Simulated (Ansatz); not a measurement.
Predict the output of the script below (the Ansatz DFT code, driven from Python).

The script, `bands_li2hfn2.py`:
```python
"""Bands of Li2HfN2 along a path through the zone."""

import warnings

import ansatz as az
import numpy as np
from pymatgen.core import Lattice, Structure
from pymatgen.io.ase import AseAtomsAdaptor

warnings.simplefilter("ignore", az.DeckWarning)

pmg_structure = Structure(
    Lattice([[3.237121, 0.0, 0.0], [-1.61856, 2.803429, 0.0], [0.0, 0.0, 5.423595]]),
    ["Li", "Li", "Hf", "N", "N"],
    [
        [2 / 3, 1 / 3, 0.382789],
        [1 / 3, 2 / 3, 0.617211],
        [0.0, 0.0, 0.0],
        [2 / 3, 1 / 3, 0.779385],
        [1 / 3, 2 / 3, 0.220615],
    ],
)
xtal = az.Crystal.from_ase(AseAtomsAdaptor.get_atoms(pmg_structure))

# high-symmetry points in fractions of the reciprocal vectors
path = [
    ("G", (0.0, 0.0, 0.0)),
    ("M", (0.5, 0.0, 0.0)),
    ("K", (0.33333, 0.33333, 0.0)),
    ("G", (0.0, 0.0, 0.0)),
    ("A", (0.0, 0.0, 0.5)),
    ("L", (0.5, 0.0, 0.5)),
    ("H", (0.33333, 0.33333, 0.5)),
]
job = xtal.calculation()
job = job.basis(35 * az.Ry)
job = job.scf(tolerance=1e-08).occupations("fixed")
job = job.functional("lda")
job = job.kpoints(6, 6, 3)
job = job.band_structure([point for _, point in path], intervals=8)
job = job.scf(extra_bands=6)
result = job.run(threads=1)
summary = result.report

n_atoms = len(summary["lattice"]["sites"])
print("F =", round(summary["free_energy_ev"], 4), "eV for", n_atoms, "atoms")
print("E(sigma -> 0) =", round(summary["energy_sigma0_ev"], 4), "eV, TS =", round(summary["entropy_ts_ev"], 5), "eV")
print("closed by", summary["closed_by"], "after", summary["n_iterations"], "iterations")

bands = result.band_structure()
fermi = bands.fermi_energy_ev
print(f"zero of the bands: {fermi:.3f} eV, the Fermi level found on the SCF mesh")
for spin, channel in enumerate(bands.channels):
    print("channel", spin, "- computed levels within 8 eV of the Fermi level")
    for i, (label, _) in enumerate(path):
        levels = channel.eigenvalues_ev[i * 8] - fermi
        print(f"  {label:3s}", " ".join(f"{e:7.3f}" for e in levels if abs(e) < 8))
```

Running `python bands_li2hfn2.py` prints:
```text
F = -16634.5926 eV for 5 atoms
E(sigma -> 0) = -16634.5926 eV, TS = 0.0 eV
closed by deck_thresholds after 8 iterations
zero of the bands: 12.078 eV, the Fermi level found on the SCF mesh
channel 0 - computed levels within 8 eV of the Fermi level
  G    -4.991  -2.918  -2.918  -0.405   0.000   0.000   3.369   3.369   3.786   4.646   7.330   7.330
  M    -5.095  -3.140  -2.691  -2.599  -1.414  -1.239   1.961   5.602   6.067   6.757
  K    -4.223  -3.451  -3.451  -2.272  -2.272  -1.410   3.299   4.974   4.974   7.205
  G    -4.991  -2.918  -2.918  -0.405   0.000   0.000   3.369   3.369   3.786   4.646   7.330   7.330
  A    -3.978  -2.844  -2.844  -2.042  -0.203  -0.203   3.279   3.279   4.275   6.321   7.049   7.090
  L    -4.973  -3.232  -2.865  -2.781  -0.905  -0.825   1.758   4.454   5.842   6.043   7.990
  H    -3.504  -3.499  -3.499  -2.486  -2.088  -2.088   4.053   4.508   4.508   5.811
```

Absolute energies stand on the zero of these potentials, so only differences at equal settings mean something. A total without «per atom» is that of the cell as typed. No spin polarisation was allowed. With fixed filling the reported Fermi level is the top filled level among the k-points of the SCF. The structure comes from a database of computed cells and needn't be a stable or known phase. Levels are Kohn-Sham eigenvalues on this mesh, without spin-orbit coupling. Timing: 4.1 s on 1 thread of Arm Neoverse V1, on a shared host, peak memory 0.43 GiB.

(Lines on the test bed's own set-up are left out of the output.)
